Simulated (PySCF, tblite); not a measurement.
**C₂H₉FGeSi₂: geometry, infrared bands and NMR shifts**

Aim: predict the infrared bands and NMR shifts of C₂H₉FGeSi₂ (`[F][GeH2][CH]1[SiH2]C[SiH2]1`).

The runs use tblite 0.8.0 and PySCF 2.14.0, with density-fitted response routines of our own; the level of theory stands in each step. All values are computed, except where a source is named. Atoms are numbered from 0 throughout.

## 1. Starting geometry

15 atoms, charge 0, multiplicity 1; geometry from: force field or distance geometry start.

Bonds of the start (Å): F0–Ge1 1.75, Ge1–C2 1.90, C2–Si3 1.85, Si3–C4 1.89, C4–Si5 1.88, Si5–C2 1.89, Ge1–H6 1.56, Ge1–H7 1.57, C2–H8 1.10, Si3–H9 1.47, Si3–H10 1.46, C4–H11 1.10, C4–H12 1.10, Si5–H13 1.45, Si5–H14 1.46.

## 2. Optimising the geometry with GFN2-xTB

The job: settings as JSON, then the geometry in Å.

```
{"job": {"kind": "relax", "xc": "GFN2-xTB", "basis": "xTB"}, "charge": 0, "multiplicity": 1}
F      1.711200    -1.086800     1.818000
Ge     2.026600    -0.092000     0.415600
C      0.532700     0.219200    -0.713700
Si    -0.794500    -1.069800    -0.815200
C     -1.514500    -0.260800     0.733500
Si    -0.816100     1.328700     0.008500
H      3.138100    -0.801700    -0.412100
H      2.588700     1.285900     0.914700
H      0.776900     0.532600    -1.744100
H     -1.707600    -0.847700    -1.948300
H     -0.385300    -2.455800    -0.599100
H     -2.613200    -0.311300     0.768200
H     -0.964900    -0.554000     1.637800
H     -0.351000     2.281200     1.002200
H     -1.631600     1.840200    -1.087800
```

Started as:

```console
$ OMP_NUM_THREADS=1 python probes_run.py task.json out
```

This one command runs all jobs of the session in turn.

Standard output:

```text
step      E/eV     max force
  0    -516.09530    2.070
  1    -516.25829    0.946
  2    -516.38362    0.900
  3    -516.48352    0.863
  4    -516.54466    0.821
  5    -516.58615    0.396
  6    -516.60530    0.285
  7    -516.61639    0.333
  8    -516.62771    0.433
  9    -516.64201    0.432
 10    -516.65728    0.327
 11    -516.66805    0.228
 12    -516.67402    0.159
 13    -516.67835    0.175
 14    -516.68289    0.197
 15    -516.68760    0.179
 16    -516.69122    0.139
 17    -516.69385    0.147
 18    -516.69677    0.147
 19    -516.70103    0.253
 20    -516.70655    0.304
 21    -516.71220    0.237
 22    -516.71699    0.196
 23    -516.72101    0.174
 24    -516.72533    0.226
 25    -516.73035    0.258
 26    -516.73518    0.188
 27    -516.73916    0.174
 28    -516.74200    0.171
 29    -516.74399    0.112
 30    -516.74530    0.099
 31    -516.74607    0.084
 32    -516.74674    0.088
 33    -516.74764    0.082
 34    -516.74884    0.094
 35    -516.75030    0.113
 36    -516.75185    0.115
 37    -516.75324    0.103
 38    -516.75437    0.087
 39    -516.75535    0.081
 40    -516.75641    0.075
 41    -516.75770    0.084
 42    -516.75925    0.111
 43    -516.76105    0.116
 44    -516.76303    0.123
 45    -516.76510    0.140
 46    -516.76722    0.126
 47    -516.76929    0.104
 48    -516.77100    0.095
 49    -516.77226    0.070
 50    -516.77341    0.096
 51    -516.77474    0.100
 52    -516.77632    0.124
 53    -516.77717    0.173
 54    -516.77939    0.120
 55    -516.78086    0.086
 56    -516.78237    0.077
 57    -516.78310    0.084
 58    -516.78395    0.081
 59    -516.78465    0.064
 60    -516.78509    0.055
 61    -516.78532    0.044
 62    -516.78555    0.048
 63    -516.78578    0.046
 64    -516.78601    0.035
 65    -516.78624    0.040
 66    -516.78645    0.042
 67    -516.78663    0.038
 68    -516.78675    0.029
 69    -516.78684    0.020
 70    -516.78691    0.022
 71    -516.78701    0.025
 72    -516.78711    0.029
 73    -516.78720    0.026
 74    -516.78725    0.014
 75    -516.78727    0.011
 76    -516.78729    0.012
 77    -516.78732    0.014
 78    -516.78736    0.018
 79    -516.78742    0.021
 80    -516.78748    0.016
 81    -516.78751    0.011
 82    -516.78753    0.012
 83    -516.78755    0.012
 84    -516.78759    0.018
 85    -516.78766    0.023
 86    -516.78773    0.019
 87    -516.78779    0.016
 88    -516.78781    0.011
 89    -516.78782    0.009
```

Wall time 0.58 s (1 thread of Arm Neoverse V2, shared host); peak memory 0.18 GiB.

Relaxation path: (not every step is listed)

```csv
step,energy from step 0 (eV),largest force (eV/Å)
0,0.0000,2.0699
1,-0.1630,0.9455
2,-0.2883,0.9004
3,-0.3882,0.8630
4,-0.4494,0.8208
5,-0.4909,0.3962
6,-0.5100,0.2846
7,-0.5211,0.3333
8,-0.5324,0.4332
15,-0.5923,0.1794
22,-0.6217,0.1964
29,-0.6487,0.1116
36,-0.6566,0.1145
43,-0.6658,0.1158
50,-0.6781,0.0958
57,-0.6878,0.0837
64,-0.6907,0.0353
71,-0.6917,0.0246
78,-0.6921,0.0185
84,-0.6923,0.0179
85,-0.6924,0.0228
86,-0.6924,0.0193
87,-0.6925,0.0159
88,-0.6925,0.0106
89,-0.6925,0.0087
```

Distances of close pairs at the start and the end, largest changes first:

```csv
bond,before (Å),after (Å),change (Å)
C2–Si3,1.853,1.929,+0.076
Ge1–C2,1.898,1.953,+0.055
Ge1–H7,1.570,1.516,-0.053
Ge1–H6,1.557,1.517,-0.040
C2–Si5,1.890,1.928,+0.038
C4–Si5,1.881,1.917,+0.036
Si3–C4,1.890,1.918,+0.028
C2–H8,1.104,1.088,-0.016
```

The end geometry stands in the next job.

## 3. Harmonic vibrations with GFN2-xTB

The job: settings as JSON, then the geometry in Å.

```
{"job": {"kind": "ir", "xc": "GFN2-xTB", "basis": "xTB"}, "charge": 0, "multiplicity": 1}
F      1.932357    -0.681938     1.644894
Ge     2.194826     0.038173     0.062536
C      0.430635     0.278600    -0.740967
Si    -0.716622    -1.267930    -0.633432
C     -1.872287    -0.215963     0.479050
Si    -0.781528     1.351113     0.306016
H      3.129812    -0.980795    -0.560725
H      2.973013     1.281127     0.447895
H      0.579588     0.647343    -1.753859
H     -1.274342    -1.610196    -1.947432
H     -0.147414    -2.459060    -0.004506
H     -2.892420    -0.112628     0.120157
H     -1.938943    -0.584191     1.499367
H     -0.241854     1.896558     1.551799
H     -1.379236     2.427776    -0.492704
```

Standard output:

```text
mode    cm-1     km/mol
  1      33.3      2.50
  2      39.5      1.33
  3     107.2      5.00
  4     124.5      0.57
  5     196.5     10.05
  6     356.6      0.22
  7     406.3     31.67
  8     416.2     38.43
  9     432.8     15.53
 10     451.9      5.91
 11     467.5     93.76
 12     486.6      0.07
 13     568.6     14.27
 14     573.0     15.57
 15     586.0      6.23
 16     635.7    117.80
 17     653.9     12.97
 18     690.1    360.93
 19     691.8     11.02
 20     709.6    189.85
 21     759.4    211.14
 22     770.7    413.09
 23     781.7    710.28
 24     787.7     52.31
 25     820.0     36.28
 26     924.8      3.07
 27     988.9     60.55
 28    1036.6     80.26
 29    1079.5     65.72
 30    1453.2      4.12
 31    1826.3    376.94
 32    1892.7    610.59
 33    2214.5    113.05
 34    2221.4    665.35
 35    2256.6    321.59
 36    2264.6    311.72
 37    2962.4     35.04
 38    3011.2     30.99
 39    3018.7     11.01
```

Run time: 0.51 s. Hardware: 1 thread of Arm Neoverse V2, shared host; peak memory 0.18 GiB.

The strongest bands and the atoms that carry them (share of the mass-weighted mode):

```csv
cm⁻¹,km/mol,atoms
690,360.9,"H6 24 %, H7 24 %, C2 12 %, C4 10 %"
771,413.1,"H9 25 %, H14 24 %, H10 23 %, H13 22 %"
782,710.3,C2 33 %
1826,376.9,"H6 53 %, H7 46 %"
1893,610.6,"H7 53 %, H6 46 %"
2221,665.4,"H14 53 %, H9 43 %"
2257,321.6,H13 93 %
2265,311.7,H10 95 %
```

## 4. NMR shieldings: PBE0/pcSseg-1

Same as in step 3 but for these lines:

```diff
@@ -1,2 +1,2 @@
-{"job": {"kind": "ir", "xc": "GFN2-xTB", "basis": "xTB"}, "charge": 0, "multiplicity": 1}
+{"job": {"kind": "nmr", "xc": "PBE0", "basis": "pcSseg-1"}, "charge": 0, "multiplicity": 1}
 F      1.932357    -0.681938     1.644894
```

With the program's defaults for keys left out, this is: GIAO PBE0/pcSseg-1 NMR shielding, non-relativistic, gas phase.

Standard output:

```text
coarse grid: 58152 points
cycle   1  E = -2836.3854936037  dE = -3.450e-01  |g| = 1.127e+00  |ddm| = 3.618e+00
cycle   2  E = -2836.1826406843  dE =  2.029e-01  |g| = 1.543e+00  |ddm| = 1.636e+00
cycle   3  E = -2836.5275501655  dE = -3.449e-01  |g| = 2.111e-01  |ddm| = 1.145e+00
cycle   4  E = -2836.5337099032  dE = -6.160e-03  |g| = 6.673e-02  |ddm| = 1.512e-01
cycle   5  E = -2836.5342319560  dE = -5.221e-04  |g| = 1.598e-02  |ddm| = 5.529e-02
cycle   6  E = -2836.5343020025  dE = -7.005e-05  |g| = 4.051e-03  |ddm| = 2.176e-02
cycle   7  E = -2836.5343052087  dE = -3.206e-06  |g| = 1.011e-03  |ddm| = 3.913e-03
final grid: 119264 points
cycle   8  E = -2836.5342685496  dE =  3.079e-08  |g| = 1.208e-03  |ddm| = 2.771e-03
cycle   9  E = -2836.5342683149  dE =  2.348e-07  |g| = 1.557e-03  |ddm| = 2.534e-03
cycle  10  E = -2836.5342688912  dE = -5.763e-07  |g| = 1.395e-04  |ddm| = 1.413e-03
cycle  11  E = -2836.5342688963  dE = -5.147e-09  |g| = 2.378e-05  |ddm| = 1.694e-04
cycle  12  E = -2836.5342688964  dE = -8.640e-11  |g| = 4.675e-06  |ddm| = 1.819e-05
converged SCF energy = -2836.5342688964

GIAO shielding tensors (ppm)
atom      isotropic    diamagn.    paramagn.     s11        s22        s33       span
  0 F      432.429     477.868     -45.439    397.478    430.728    469.083     71.605
  1 Ge    1282.841    2753.181   -1470.340   1146.405   1284.496   1417.622    271.217
  2 C      186.914     263.250     -76.336    172.184    181.496    207.063     34.879
  3 Si     379.431     880.673    -501.242    351.257    357.994    429.042     77.785
  4 C      191.806     258.809     -67.003    170.123    199.055    206.240     36.117
  5 Si     377.508     880.735    -503.227    348.181    357.031    427.310     79.129
  6 H       26.008      27.600      -1.592     19.675     20.954     37.394     17.719
  7 H       26.020      27.707      -1.687     19.818     20.967     37.276     17.457
  8 H       31.226      32.491      -1.265     25.852     28.896     38.930     13.077
  9 H       26.586      29.631      -3.045     23.493     24.333     31.933      8.440
 10 H       26.527      29.723      -3.196     23.011     25.396     31.174      8.163
 11 H       31.019      30.096       0.923     26.936     27.045     39.075     12.138
 12 H       30.834      31.371      -0.537     26.841     27.812     37.848     11.007
 13 H       26.553      29.819      -3.266     23.099     25.333     31.227      8.127
 14 H       26.565      29.653      -3.088     23.498     24.296     31.902      8.404
```

It took 37 s on 1 thread of Arm Neoverse V2, shared host; peak memory 0.81 GiB.

Shifts follow as δ = σ(reference) − σ, with reference shieldings (ppm) from runs at the same level and on the same kind of geometry: 1H TMS 31.72, 13C TMS 186.9, 29Si TMS 349.2, 19F CFCl3 170.9, 73Ge GeMe4 1331. The references are single molecules in the gas phase, so shifts against H2O, NH3, PH3, H3PO4 or CFCl3 are not on the usual liquid scales and can be off by tens of ppm. Atoms listed in one row are averaged.

```csv
atoms,environment,σ (ppm),δ (ppm)
C2,sp3 CH bonded to Ge and 2 Si,186.9,0.0
C4,sp3 CH2 bonded to 2 Si,191.8,-4.9
"H6, H7","hydrogen on a germanium bonded to C, F",26.01,5.70
"H10, H13","hydrogen on a silicon bonded to 2 C, in a 4-membered ring",26.54,5.18
"H9, H14","hydrogen on a silicon bonded to 2 C, in a 4-membered ring",26.58,5.14
H12,hydrogen on an sp3 CH2 bonded to 2 Si,30.83,0.88
H11,hydrogen on an sp3 CH2 bonded to 2 Si,31.02,0.70
H8,hydrogen on an sp3 CH bonded to Ge and 2 Si,31.23,0.49
F0,fluorine bonded to Ge,432.4,-261.5
Ge1,"germanium bonded to C, F, 2 H",1283,48
"Si3, Si5","silicon bonded to 2 C, 2 H, in a 4-membered ring",378.5,-29.3
```

The run also stored atomic charges by several schemes (e):

```csv
atoms,Mulliken,IAO,Hirshfeld,ESP fit
F0,-0.52,-0.55,-0.27,-0.33
Ge1,0.79,0.94,0.42,0.49
C2,-1.09,-0.92,-0.28,-0.51
"Si3, Si5",0.72,0.77,0.35,0.48
C4,-0.83,-0.83,-0.25,-0.50
```

Mayer bond orders: F0–Ge1 0.74, Ge1–C2 0.93, C2–Si3 0.83, Si3–C4 0.91, C4–Si5 0.91, Si5–C2 0.83.

Ring of atoms C2, Si3, C4, Si5: NICS(0) 0.4, NICS(1) -0.5, NICS(1)zz 5.8 ppm (means of both faces).

The fields below are evaluated on a grid from the run's orbitals.

Frontier orbitals at PBE0/pcSseg-1, with the share of their density that lies nearest to each atom:

```csv
orbital,energy (eV),lies on
HOMO,-8.19,C2 31 %; C4 16 %; Ge1 8 %
LUMO,-0.40,"Si3, Si5 about 15 % each; 4 H atoms about 10 % each; C2 7 %"
```

ELF in a plane through or near 6 of the atoms.

Ten even steps from '0' (0.00) to '9' (1.00):
```
0000000000000000000000000000
0000000000000000000000000000
0000000000000000000000000000
0000000000002442000000000000
0000002200006886311000000000
0000799981005986332000000000
0004999993003632113100000000
0006999995113318717311000000
0002899721346740188568620000
0000133267176652585899980000
0000244267176652575899980000
0005999721345741288568620000
0007999983113307527311000000
0005999981003633213100000000
0000699940005996322000000000
0000000000016886211000000000
0000000000003442100000000000
0000000000000000000000000000
0000000000000000000000000000
0000000000000000000000000000
```
The map spans 11.4 Å across and 9.8 Å up, centred on the molecule. Atoms in the plane (x, y in Å): Ge1 (-2.2, 0.0), Si3 (0.7, -1.4), Si5 (0.8, 1.4), H6 (-3.1, -1.2), H7 (-3.0, 1.3), H11 (2.9, 0.0).

log10 of the density (e/Å³) in the same plane.

Ten even steps from ' ' (-4.0) to '@' (1.9):
```
                                                        
                        ............                    
                      ..::::::::::::....                
          ............::----====------::..              
      ..::::::::::::::--====++++====----::..            
    ..::--========------==++****++++==----::..          
    ..--====++++++==--==++++**####++++==--::....        
  ..::--==++**##**++++==++****@@%%**++++==----::..      
  ..::--==++********++++++************++++====--..      
  ..::--==++**##@@@@************************====::..    
  ..::--==++**##@@@@****************##******====::..    
  ..::--==++********++++++************++++====--..      
  ..::--==++****++++====++****@@%%**++++==----::..      
    ::--====++++====--==++****####++++==--::....        
    ..::----====--------==++****++++==--::::..          
      ....::::::::::::--====++++====----::..            
          ............::----====----::::..              
                      ..::::::::::::....                
                        ............                    
                                                        
```
The map spans 11.4 Å across and 9.8 Å up, centred on the molecule. Atoms in the plane (x, y in Å): Ge1 (-2.2, 0.0), Si3 (0.7, -1.4), Si5 (0.8, 1.4), H6 (-3.1, -1.2), H7 (-3.0, 1.3), H11 (2.9, 0.0).

On the surface of density 0.002 e/bohr³ the electrostatic potential runs, from the 1st to the 99th percentile, from -1.55 V near F0 to 1.32 V near H6.

## 5. Results

| quantity | value |
| --- | --- |
| strongest single infrared mode (GFN2-xTB) | 782 cm⁻¹, 710 km/mol |
| zero-point energy (GFN2-xTB) | 56.8 kcal/mol |
| 13C shifts against TMS (PBE0/pcSseg-1) | 0.0, -4.9 ppm |
| 1H shifts against TMS (PBE0/pcSseg-1, means over atoms taken as alike) | 5.70, 5.18, 5.14, 0.88, 0.70, 0.49 ppm |
| 19F shifts against CFCl3 (PBE0/pcSseg-1) | -261.5 ppm |
| 73Ge shifts against GeMe4 (PBE0/pcSseg-1) | 48 ppm |
| 29Si shifts against TMS (PBE0/pcSseg-1, means over atoms taken as alike) | -29.3 ppm |
| surface potential, 1st and 99th percentile | -1.55 V and 1.32 V |

**Reading.** The optimisation took 89 steps and gained 0.693 eV; among the close pairs (by a distance rule), C2–Si3 changed most, from 1.853 to 1.929 Å. All 39 modes are real, so the xTB geometry is a minimum. The strongest single mode, at 782 cm⁻¹, is spread over many atoms; the largest shares are those of C2. Unscaled tight-binding wavenumbers are off by several per cent, some by more. Its intensities can rank the bands wrongly. At PBE0/pcSseg-1: The widest tensor belongs to Ge1: span 271 ppm, with a paramagnetic part of -1470 ppm. At PBE0/pcSseg-1, counted by nearest atom on the grid, the HOMO lies on C2 31 %; C4 16 %, the LUMO on Si3, Si5 about 15 % each; 4 H atoms about 10 % each. Spin-orbit coupling is left out, which matters for shieldings and couplings at and beside the heavy atoms.
